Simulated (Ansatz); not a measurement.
# SbH₂+ (singlet): wave-function methods side by side at angle H2–Sb1–H3 = 139.4°, def2-SVP

An exercise on one series of results from a longer session: the logs are not shown, and one member is left open.

Method: def2-SVP, core rule «outside noble gas», up to 9 orbitals frozen; program: Ansatz 0.2.0, Gaussian basis.

The runs, in order: UHF; CCSD(T) on RHF; CCSD(T) on UHF; BCCD(T) on RHF; CISD; CCSDT(Q) on RHF; CCSDT(Q) on UHF; CCSDTQ on RHF; CASSCF and MRCISD+Q, 2 electrons in 2 orbitals; CASSCF and NEVPT2, 2 electrons in 2 orbitals; CASSCF and MRCISD+Q, 6 electrons in 6 orbitals; CASSCF and MRCISD+Q(relaxed), 6 electrons in 6 orbitals; CASSCF and NEVPT2, 6 electrons in 6 orbitals; Full CI.

12 further runs of the same task are left out: 10 that didn't finish, 2 set aside as unsound or not needed.

### The geometry

The geometry derives from a PBE0/def2-TZVP stationary point (not a proven minimum). One angle is set to the value named; bond lengths are kept. No spin-orbit coupling is included. Elements past krypton take def2 core potentials.

3 atoms, charge 1, spin multiplicity 1.

Atoms are counted from 1 here; the program's logs count them from 0.

Bond lengths: Sb1–H2 1.709 Å, Sb1–H3 1.709 Å. Angles: H2–Sb1–H3 139.4°.

Set-up of the first run:

in.yaml reads:

```yaml
crystal:
  periodic: [false, false, false]
  atoms:
    - {symbol: Sb, position_ang: [0.000000, -0.009654, 0.000000]}
    - {symbol: H, position_ang: [0.000000, 0.583082, -1.602412]}
    - {symbol: H, position_ang: [0.000000, 0.583107, 1.602403]}
basis:
  gaussian: {orbitals: def2-SVP}
total_charge: 1
magnetization: {spin_polarized: true, initial_magnetization: 0}
hamiltonian: {xc: hf}
output: {orbitals: {seedname: orbitals}}
```

On the command line:

```console
ansatz run in.yaml --threads 1 --pin off --events-out ev --progress --plain --max-ram 2393MiB
```

Steps of the session up to this table: UHF; CCSD(T) on RHF; CCSD(T) on UHF; BCCD(T) on RHF; CISD; CCSDT(Q) on RHF; CCSDT(Q) on UHF; CCSDTQ on RHF; CASSCF and MRCISD+Q, 2 electrons in 2 orbitals; CASSCF and NEVPT2, 2 electrons in 2 orbitals; CASSCF and MRCISD+Q, 6 electrons in 6 orbitals; CASSCF and MRCISD+Q(relaxed), 6 electrons in 6 orbitals; CASSCF and NEVPT2, 6 electrons in 6 orbitals; Full CI.

One of the session's tables, all rows but one given; the rest of the session is left out.

It belongs to the step «Misses and costs». 

```
                   method  from FCI (kJ/mol)
                      RHF             +292.1
                     RMP2              +81.0
                     CISD              +21.6
                    RCCSD               +8.4
                 RCCSD(T)               +2.2
                  BCCD(T)               +2.2
                   RCCSDT               +0.4
                RCCSDT(Q)               +0.1
                  RCCSDTQ                0.0
              CASSCF pair             +238.7
              MRCISD pair                  ?
            MRCISD+Q pair               -3.3
           CASSCF valence             +134.8
           NEVPT2 valence              +39.6
           MRCISD valence               +4.2
         MRCISD+Q valence               +0.2
MRCISD+Q(relaxed) valence               -2.1
                      FCI                  0
```

Estimate the missing values for MRCISD pair.

The run gave: from FCI (kJ/mol): +14.3. In the column «from FCI (kJ/mol)» it lies between RCCSD (+8.4) and CISD (+21.6).

Not comparable, so not listed: CASSCF and NEVPT2, 2 electrons in 2 orbitals (they don't share determinant, frozen orbitals or solution with the rows shown, or repeat one).

Caveats from the session: Left out of the table: UHF, UMP2, UCCSD, UCCSD(T), UCCSDT, UCCSDT(Q) (another determinant or state than the rows shown). MRCISD+Q pair, MRCISD+Q(relaxed) valence fall below full CI: the +Q correction isn't variational, and the cores differ from full CI's. Warnings in the runs' records: passed over end.
